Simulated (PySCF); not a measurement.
# C2H6FGeN (SMILES C[N](C)[Ge][F]) at 6 levels

We compute a comparison of 6 runs (HF/STO-3G, HF/3-21G, HF/def2-SVP, B3LYP/6-31G*, M06-2X/def2-SVP, CCSD(T)/def2-SVP) of C2H6FGeN. 

The results are computed with PySCF 2.14.0.

## 1. The system as given

The species is C2H6FGeN (11 atoms), meant as a singlet with charge 0. SMILES: `C[N](C)[Ge][F]`. The shape is that of a PBE0-D4/def2-TZVP optimisation. This is one conformer, not always the lowest.

Bond lengths: C1–N2 1.442 Å, N2–C3 1.442 Å, N2–Ge4 1.821 Å, Ge4–F5 1.773 Å, C1–H6 1.098 Å, C1–H7 1.089 Å, C1–H8 1.098 Å, C3–H9 1.098 Å, C3–H10 1.094 Å, C3–H11 1.097 Å. Some angles: C1–N2–C3 114.1°, C1–N2–Ge4 126.7°, C3–N2–Ge4 119.1°, N2–Ge4–F5 96.6°, N2–C1–H6 110.9°, N2–C1–H7 110.1°, N2–C1–H8 110.9°, N2–C3–H9 111.4°, N2–C3–H10 110.5°, N2–C3–H11 111.4°.

## 2. Energy and gradient at HF/STO-3G (run 1)

File job.py:

```python
import pyscf.grad
from pyscf import gto, scf

mol = gto.M(
    atom='''
C       -0.930600       0.657900      -0.224300
N        0.338100       0.056700       0.103800
C        0.352400      -1.381600       0.004600
Ge       1.856400       0.926200       0.609700
F        1.189100       2.566900       0.531500
H       -1.224300       0.414900      -1.253800
H       -0.868000       1.740600      -0.124900
H       -1.722100       0.288000       0.440300
H        0.115400      -1.715300      -1.013800
H        1.340200      -1.774000       0.265400
H       -0.380900      -1.837100       0.682300
''',
    basis='sto-3g',
    charge=0,
    max_memory=1860,
    verbose=3,
)

mf = scf.RHF(mol)
mf.conv_tol = 1e-10
mf.kernel()
if not mf.converged:
    mf = mf.newton().run(mf.mo_coeff, mf.mo_occ)

e_tot = mf.e_tot
print('E = %.10f Eh' % e_tot)
grad = mf.Gradients().kernel()
dip = mf.dip_moment()
pop, q = mf.mulliken_pop()
```

Command:

```bash
$ OMP_NUM_THREADS=1 python job.py
```

What it wrote:

```text
converged SCF energy = -2281.8494884816
E = -2281.8494884816 Eh
--------------- RHF gradients ---------------
         x                y                z
0 C     0.0228442998    -0.0008563260     0.0066858317
1 N    -0.0765277219    -0.0490459811    -0.0258967244
2 C     0.0040595152     0.0261220311     0.0031345647
3 Ge     0.0607835213    -0.0259449079     0.0159260665
4 F    -0.0153125705     0.0556886663    -0.0005197659
5 H     0.0016711494    -0.0030619939    -0.0031857723
6 H     0.0001426410     0.0000038084     0.0000528242
7 H    -0.0001438944    -0.0035477480     0.0030918514
8 H    -0.0001885193     0.0014379441    -0.0034184335
9 H     0.0046823038    -0.0018097323     0.0012322643
10 H    -0.0020107244     0.0010142394     0.0028972933
----------------------------------------------
Dipole moment(X, Y, Z, Debye): -0.23222, -1.04769, -0.14265
 ** Mulliken pop  **
pop of  0 C 1s            1.99212
pop of  0 C 2s            1.16917
pop of  0 C 2px           0.90275
pop of  0 C 2py           1.01147
pop of  0 C 2pz           1.01314
pop of  1 N 1s            1.99519
pop of  1 N 2s            1.51911
pop of  1 N 2px           1.18791
pop of  1 N 2py           1.06794
pop of  1 N 2pz           1.69082
pop of  2 C 1s            1.99214
pop of  2 C 2s            1.16922
pop of  2 C 2px           1.02537
pop of  2 C 2py           0.87370
pop of  2 C 2pz           1.02198
pop of  3 Ge 1s           1.99999
pop of  3 Ge 2s           1.99959
pop of  3 Ge 3s           1.99902
pop of  3 Ge 4s           1.72737
pop of  3 Ge 2px          1.99962
pop of  3 Ge 2py          1.99953
pop of  3 Ge 2pz          1.99951
pop of  3 Ge 3px          1.98250
pop of  3 Ge 3py          1.97786
pop of  3 Ge 3pz          1.97559
pop of  3 Ge 4px          0.83518
pop of  3 Ge 4py          0.53625
pop of  3 Ge 4pz          0.37789
pop of  3 Ge 3dxy         1.98580
pop of  3 Ge 3dyz         1.99877
pop of  3 Ge 3dz^2        1.99311
pop of  3 Ge 3dxz         1.99545
pop of  3 Ge 3dx2-y2      1.99136
pop of  4 F 1s            1.99933
pop of  4 F 2s            1.96275
pop of  4 F 2px           1.89271
pop of  4 F 2py           1.56962
pop of  4 F 2pz           1.90309
pop of  5 H 1s            0.94888
pop of  6 H 1s            0.92879
pop of  7 H 1s            0.94881
pop of  8 H 1s            0.94898
pop of  9 H 1s            0.94165
pop of  10 H 1s           0.94896
 ** Mulliken atomic charges  **
charge of    0C =     -0.08866
charge of    1N =     -0.46096
charge of    2C =     -0.08241
charge of    3Ge =      0.62560
charge of    4F =     -0.32749
charge of    5H =      0.05112
charge of    6H =      0.07121
charge of    7H =      0.05119
charge of    8H =      0.05102
charge of    9H =      0.05835
charge of   10H =      0.05104
```

It took 3.6 s on 1 thread of Arm Neoverse V1, shared host; peak memory 0.12 GiB.

## 3. Energy and forces at HF/3-21G (run 2)

File job.py:

```python
# C[N](C)[Ge][F]
from pyscf import gto

molecule = gto.Mole()
molecule.atom = '''
C     -1.758579     1.243251    -0.423866
N      0.638916     0.107147     0.196154
C      0.665939    -2.610846     0.008693
Ge     3.508088     1.750264     1.152166
F      2.247073     4.850738     1.004389
H     -2.313592     0.784047    -2.369339
H     -1.640282     3.289257    -0.236027
H     -3.254297     0.544241     0.832046
H      0.218074    -3.241447    -1.915804
H      2.532611    -3.352374     0.501533
H     -0.719797    -3.471616     1.289360
'''
molecule.verbose = 4
molecule.basis = '3-21g'
molecule.spin = 0
molecule.unit = 'bohr'
molecule.max_memory = 1860
molecule.charge = 0
molecule.build()

mf = molecule.RHF()
mf.conv_tol = 1e-10
mf.kernel()
if not mf.converged:
    mf = mf.newton().run(mf.mo_coeff, mf.mo_occ)

e_final = mf.e_tot
print(f'total energy: {e_final:.8f} hartree')
grad = mf.nuc_grad_method().kernel()
dip = mf.dip_moment()
pop, q = mf.mulliken_pop()
```

Command:

```bash
$ OMP_NUM_THREADS=1 python job.py
```

What it wrote:

```text
PySCF version 2.14.0

[... 67 lines left out ...]
converged SCF energy = -2297.25326355102
total energy: -2297.25326355 hartree
[... 11 lines left out ...]
Dipole moment(X, Y, Z, Debye): -0.48688, -2.47802, -0.31910
[... 82 lines left out ...]
charge of   10H =      0.19734
```

Wall time 3.6 s (1 thread of Arm Neoverse V1, shared host); peak memory 0.14 GiB.

Run 3 isn't shown in full; the table further down has it.

## 4. Energy and forces at B3LYP/6-31G(d) (Cartesian functions) (run 4)

File calc.py:

```python
# C[N](C)[Ge][F]
import pyscf.grad
from pyscf import gto, dft

mol = gto.M(
    atom='''
C   -0.930600   0.657900  -0.224300
N    0.338100   0.056700   0.103800
C    0.352400  -1.381600   0.004600
Ge   1.856400   0.926200   0.609700
F    1.189100   2.566900   0.531500
H   -1.224300   0.414900  -1.253800
H   -0.868000   1.740600  -0.124900
H   -1.722100   0.288000   0.440300
H    0.115400  -1.715300  -1.013800
H    1.340200  -1.774000   0.265400
H   -0.380900  -1.837100   0.682300
''',
    max_memory=1860,
    basis='6-31g*',
    cart=True,
    verbose=3,
)

ks = dft.RKS(mol)
ks.xc = 'b3lyp'
ks.grids.level = 5
ks.conv_tol = 1e-10
ks.kernel()
if not ks.converged:
    ks = ks.newton().run(ks.mo_coeff, ks.mo_occ)

etot = ks.e_tot
print('E(%s) = %.9f' % ('B3LYP', etot))
grad = ks.Gradients().kernel()
ks.analyze()
```

Command:

```bash
$ OMP_NUM_THREADS=1 python calc.py
```

What it wrote:

```text
converged SCF energy = -2311.23257445594
[... 12 lines left out ...]
MO #3   energy= -44.3343328631691  occ= 2
[... 12 lines left out ...]
MO #16  energy= -1.20863128602754  occ= 2
[... 12 lines left out ...]
MO #29  energy= -0.371897539681528 occ= 2
[... 12 lines left out ...]
MO #42  energy= 0.17787652833624   occ= 0
[... 12 lines left out ...]
MO #55  energy= 0.617907692324323  occ= 0
[... 12 lines left out ...]
MO #68  energy= 1.04406413430876   occ= 0
[... 12 lines left out ...]
MO #81  energy= 1.90552197240141   occ= 0
[... 12 lines left out ...]
MO #94  energy= 2.50556522310222   occ= 0
[... 12 lines left out ...]
MO #107 energy= 86.7739720260558   occ= 0
[... 12 lines left out ...]
Dipole moment(X, Y, Z, Debye): -0.89442, -2.35766, -0.43006
```

It took 66 s on 1 thread of Arm Neoverse V1, shared host; peak memory 1.1 GiB.

Run 5 isn't shown in full; the table further down has it.

## 5. A single-point energy at CCSD(T)/def2-SVP (run 6)

File input.py:

```python
from pyscf import gto, cc

mol = gto.M(
    atom=[
    ('C', (-0.930600, 0.657900, -0.224300)),
    ('N', (0.338100, 0.056700, 0.103800)),
    ('C', (0.352400, -1.381600, 0.004600)),
    ('Ge', (1.856400, 0.926200, 0.609700)),
    ('F', (1.189100, 2.566900, 0.531500)),
    ('H', (-1.224300, 0.414900, -1.253800)),
    ('H', (-0.868000, 1.740600, -0.124900)),
    ('H', (-1.722100, 0.288000, 0.440300)),
    ('H', (0.115400, -1.715300, -1.013800)),
    ('H', (1.340200, -1.774000, 0.265400)),
    ('H', (-0.380900, -1.837100, 0.682300)),
],
    verbose=4,
    charge=0,
    max_memory=1860,
    basis='def2-svp',
)

mf = mol.RHF()
mf.conv_tol = 1e-10
mf.kernel()
if not mf.converged:
    mf = mf.newton().run(mf.mo_coeff, mf.mo_occ)

mycc = cc.CCSD(mf, frozen=13)
mycc.kernel()
e_t = mycc.ccsd_t()
energy = mycc.e_tot + e_t
print('E(%s) = %.9f' % ('CCSD(T)', energy))
mf.analyze()
```

Command:

```bash
$ OMP_NUM_THREADS=1 python input.py
```

What it wrote:

```text
PySCF version 2.14.0

[... 105 lines left out ...]
Two-electron Energy =                 1270.063546973509801
[... 16 lines left out ...]
MO #13  energy= -5.17275595659711  occ= 2
[... 14 lines left out ...]
MO #28  energy= -0.584531448953164 occ= 2
[... 14 lines left out ...]
MO #43  energy= 0.325267179543947  occ= 0
[... 14 lines left out ...]
MO #58  energy= 0.844487948918919  occ= 0
[... 14 lines left out ...]
MO #73  energy= 1.5829902650668    occ= 0
[... 14 lines left out ...]
MO #88  energy= 2.14044651055702   occ= 0
[... 14 lines left out ...]
MO #103 energy= 2.97288581241156   occ= 0
[... 14 lines left out ...]
MO #118 energy= 3.85925014334283   occ= 0
[... 132 lines left out ...]
Dipole moment(X, Y, Z, Debye): -0.47430, -2.59054, -0.32351
```

Wall time 4.8 min (1 thread of Arm Neoverse V1, shared host); peak memory 1.3 GiB.

## 6. All runs side by side

```
run                               level  Cartesian functions  integration grid   energy (Eh)  dipole moment (D) of the reference  HOMO energy (eV)  LUMO energy (eV)  wall time
  1                           HF/STO-3G                   no                 –  -2281.849488                                1.08             -6.75              5.84      3.6 s
  2                            HF/3-21G                   no                 –  -2297.253264                                2.55             -9.68              1.76      3.6 s
  3                         HF/def2-SVP                   no                 –  -2308.079152                                2.65            -10.00              1.62       17 s
  4  B3LYP/6-31G* (Cartesian functions)                  yes                 5  -2311.232574                                2.56             -6.57             -1.47       66 s
  5                     M06-2X/def2-SVP                   no                 5  -2310.927973                                2.56             -8.14             -0.46    2.2 min
  6                    CCSD(T)/def2-SVP                   no                 –  -2308.996857                                2.65            -10.00              1.62    4.8 min
```

## 7. What came out

| quantity | value |
| --- | --- |
| run 6: total energy | -2308.99686 Eh |
| run 6: dipole moment (Hartree–Fock density) | 2.65 D |
| run 6: HOMO energy (Hartree–Fock orbitals) | -10.00 eV |
| run 6: LUMO energy (Hartree–Fock orbitals) | 1.62 eV |
| run 6: HOMO–LUMO gap (Hartree–Fock orbitals) | 11.62 eV |
| run 6: correlation energy (13 core orbitals frozen) | -917.7 mEh |
| run 6: (T) correction | -25.78 mEh |
| run 6: T1 diagnostic | 0.015 |

In words: Over runs 1, 2, 3, 4, 5 the dipole moment (its size) runs from 1.08 D (HF/STO-3G) to 2.65 D (HF/def2-SVP). Over runs 1, 2, 3, 4, 5 the HOMO–LUMO gap runs from 5.11 eV (B3LYP/6-31G*) to 12.59 eV (HF/STO-3G). The two ends differ in method and basis. Totals of different functionals can't be ranked against each other. In run 1 the basis is minimal, so the values are rough. All runs together took 8.4 min, the longest 4.8 min.
